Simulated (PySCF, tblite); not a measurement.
**C4H12BNO: geometry, infrared bands and NMR shifts**

Aim: predict the infrared bands and NMR shifts of C4H12BNO (`CO[C@]1(C)C[BH2-][NH2+]1`).

Programs: tblite 0.8.0 and PySCF 2.14.0, with density-fitted response routines of our own. Each step states its level of theory. These are calculated values for one molecule in the gas phase, unless marked as measured. Atoms count from 0, in the outputs and in this text.

## Step 1: The molecule as given

19 atoms, charge 0, multiplicity 1; geometry from: force field or distance geometry start.

Bonds of the start (Å): C0–O1 1.39, O1–C2 1.37, C2–C3 1.53, C2–C4 1.51, C4–B5 1.59, B5–N6 1.55, N6–C2 1.43, C0–H7 1.09, C0–H8 1.12, C0–H9 1.12, C3–H10 1.09, C3–H11 1.10, C3–H12 1.13, C4–H13 1.10, C4–H14 1.08, B5–H15 1.21, B5–H16 1.18, N6–H17 1.05, N6–H18 1.04.

## Step 2: Optimising the geometry with GFN2-xTB

What the job is given:

```
{"job": {"kind": "relax", "xc": "GFN2-xTB", "basis": "xTB"}, "charge": 0, "multiplicity": 1}
C      2.205600    -0.317800     0.118700
O      1.365300     0.747600    -0.202500
C      0.025600     0.468300    -0.190800
C     -0.735700     1.745500    -0.564300
C     -0.560000    -0.069300     1.098800
B     -1.328800    -1.226700     0.323500
N     -0.447400    -0.707600    -0.845000
H      2.059300    -0.760500     1.104800
H      2.282600    -1.090300    -0.689600
H      3.231700     0.127800     0.156500
H     -0.573500     1.978500    -1.619000
H     -1.808300     1.674200    -0.310800
H     -0.228100     2.549600     0.042000
H     -1.269500     0.651900     1.541500
H      0.142800    -0.400800     1.848300
H     -2.505500    -1.002200     0.189100
H     -1.061200    -2.312700     0.699800
H      0.257500    -1.456600    -1.036400
H     -1.062300    -0.589400    -1.672200
```

Launch:

```console
$ OMP_NUM_THREADS=1 python probes_run.py task.json out
```

One launch serves the whole session: the jobs run in the order shown.

**Question.** This job is followed by: GFN2-xTB harmonic vibrations, gas phase; GIAO PBE0/pcSseg-1 NMR shielding, non-relativistic, gas phase. What will the session give for the following? strongest single infrared mode (GFN2-xTB); zero-point energy (GFN2-xTB); ¹³C shifts against TMS (PBE0/pcSseg-1); ¹H shifts against TMS (PBE0/pcSseg-1, means over atoms taken as alike); ¹⁷O shifts against H2O (PBE0/pcSseg-1); ¹¹B shifts against BF3·OEt2 (PBE0/pcSseg-1); ¹⁵N shifts against NH3 (PBE0/pcSseg-1).

The runs gave:

| quantity | value |
| --- | --- |
| strongest single infrared mode (GFN2-xTB) | 2500 cm⁻¹, 235 km/mol |
| zero-point energy (GFN2-xTB) | 102.2 kcal/mol |
| ¹³C shifts against TMS (PBE0/pcSseg-1) | 95.7, 52.9, 32.4, 15.0 ppm |
| ¹H shifts against TMS (PBE0/pcSseg-1, means over atoms taken as alike) | 3.61, 3.02, 2.60, 2.49, 2.49, 1.71, 1.55, 0.77 ppm |
| ¹⁷O shifts against H2O (PBE0/pcSseg-1) | 85.8 ppm |
| ¹¹B shifts against BF3·OEt2 (PBE0/pcSseg-1) | -22.5 ppm |
| ¹⁵N shifts against NH3 (PBE0/pcSseg-1) | 70.5 ppm |

In words: The optimisation took 149 steps and gained 0.922 eV; among the close pairs (by a distance rule), B5–N6 changed most, from 1.553 to 1.662 Å. All 51 modes are real, so the xTB geometry is a minimum. The strongest single mode, at 2500 cm⁻¹, moves mainly H16. GFN2-xTB is a fitted tight-binding method: band positions and strengths are rough. Its intensities can rank the bands wrongly. The most deshielded hydrogen is H7, H8, H9 (mean) (hydrogen on a methyl carbon bonded to O), at 3.61 ppm: its carbon carries O, hence the downfield position. At PBE0/pcSseg-1: The widest tensor belongs to O1: span 171 ppm, with a paramagnetic part of -148 ppm.
